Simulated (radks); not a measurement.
**Numerical settings for Zr**

How sensitive is the result for neutral zirconium to mesh, mixing and thresholds? A default run comes first. The defaults are a mesh step of 0.008 in ln r, a mesh end at 40 bohr or more, Anderson mixing 0.5 over 9 steps and a tight residual threshold, with the energy settled to 1e-9 hartree as well; every run has a cap on iterations.

Method: scalar-relativistic Kohn-Sham, r2SCAN, spin-polarised, spherical densities, finite nucleus; open shells are filled with parallel spins first. Code: radks (a radial shooting solver on a logarithmic mesh, Libxc functionals) version 1.

### Step 1. The system

```
element            : zirconium (Z = 40)
charge             : 0
electrons          : 40
configuration      : [Kr] 4d2 5s2
nuclear rms radius : 4.2694 fm
```

The outer shells:

Zr
```
[Kr] core
4d [↑ ][↑ ][  ][  ][  ]
5s [↑↓]
```

### Step 2. Default settings

Input:

```text
Z 40
configuration [Kr] 4d2 5s2
relativity scalar-relativistic
functional r2scan,r2scan
spin polarised
nucleus finite rms 4.2694 fm
c 137.035999084
max_iterations 81
```

Run with:

```bash
python run_ks.py task.json out
```

All runs below come from this command, one after another.

### Step 3. Mesh step in ln r 0.2

Changes since step 2:

```diff
@@ -7,2 +7,3 @@
 c 137.035999084
+mesh_step 0.2
 max_iterations 81
```

### Step 4. Mesh step in ln r 0.03

Changes since step 3:

```diff
@@ -7,3 +7,3 @@
 c 137.035999084
-mesh_step 0.2
+mesh_step 0.03
 max_iterations 81
```

### Step 5. Mesh step in ln r 0.05

Changes since step 4:

```diff
@@ -7,3 +7,3 @@
 c 137.035999084
-mesh_step 0.03
+mesh_step 0.05
 max_iterations 81
```

### Step 6. Mesh end (bohr) 3

Changes since step 5:

```diff
@@ -7,3 +7,3 @@
 c 137.035999084
-mesh_step 0.05
+mesh_end 3
 max_iterations 81
```

### Step 7. Mesh end (bohr) 5

Changes since step 6:

```diff
@@ -7,3 +7,3 @@
 c 137.035999084
-mesh_end 3
+mesh_end 5
 max_iterations 81
```

### Step 8. Residual threshold 1e-16

Changes since step 7:

```diff
@@ -7,3 +7,3 @@
 c 137.035999084
-mesh_end 5
+threshold 1e-16
 max_iterations 81
```

### Step 9. Residual threshold 0.1

Changes since step 8:

```diff
@@ -7,3 +7,3 @@
 c 137.035999084
-threshold 1e-16
+threshold 0.1
 max_iterations 81
```

### Step 10. Mixing 1

Changes since step 9:

```diff
@@ -7,3 +7,3 @@
 c 137.035999084
-threshold 0.1
+mixing 1
 max_iterations 81
```

### Step 11. Mixing history 1, mixing 0.2

Changes since step 10:

```diff
@@ -7,3 +7,4 @@
 c 137.035999084
-mixing 1
+history 1
+mixing 0.2
 max_iterations 81
```

### Step 12. Mixing history 1, mixing 1

Changes since step 11:

```diff
@@ -8,3 +8,3 @@
 history 1
-mixing 0.2
+mixing 1
 max_iterations 81
```

### Step 13. Mixing history 2

Changes since step 12:

```diff
@@ -7,4 +7,3 @@
 c 137.035999084
-history 1
-mixing 1
+history 2
 max_iterations 81
```

### Step 14. Iteration cap 3

Changes since step 13:

```diff
@@ -7,3 +7,2 @@
 c 137.035999084
-history 2
-max_iterations 81
+max_iterations 3
```

Q: Predict the outcome of this session. Wanted: for each run, setting; iterations; converged; change of E.

As calculated:

```csv
setting,mesh points,iterations,converged,change of E (mhartree),time
Default settings,2437,14,yes,0,-
mesh step in ln r 0.2,98,2,no,-,0.01 s
mesh step in ln r 0.03,650,12,yes,+0.0982,0.05 s
mesh step in ln r 0.05,390,12,yes,-1.488,0.04 s
mesh end (bohr) 3,1865,11,no,-,0.13 s
mesh end (bohr) 5,1929,12,no,-,0.14 s
residual threshold 1e-16,2437,81,no,-,0.56 s
residual threshold 0.1,2437,8,yes,+0.001616,0.12 s
mixing 1,2437,12,yes,0,0.17 s
"mixing history 1, mixing 0.2",2437,66,yes,+0.0001075,0.73 s
"mixing history 1, mixing 1",2437,21,no,-,0.37 s
mixing history 2,2437,19,yes,0,0.23 s
iteration cap 3,2437,3,no,-,0.06 s
```

What this shows: A zero stands for a change under the printed digits. Converged yet off by more than 1 mhartree: mesh step in ln r 0.05. Convergence of the cycle says nothing about the mesh. Not converged or rejected: mesh step in ln r 0.2; mesh end (bohr) 3; mesh end (bohr) 5; residual threshold 1e-16; mixing history 1, mixing 1; iteration cap 3. A mesh that ends early acts as a hard wall.
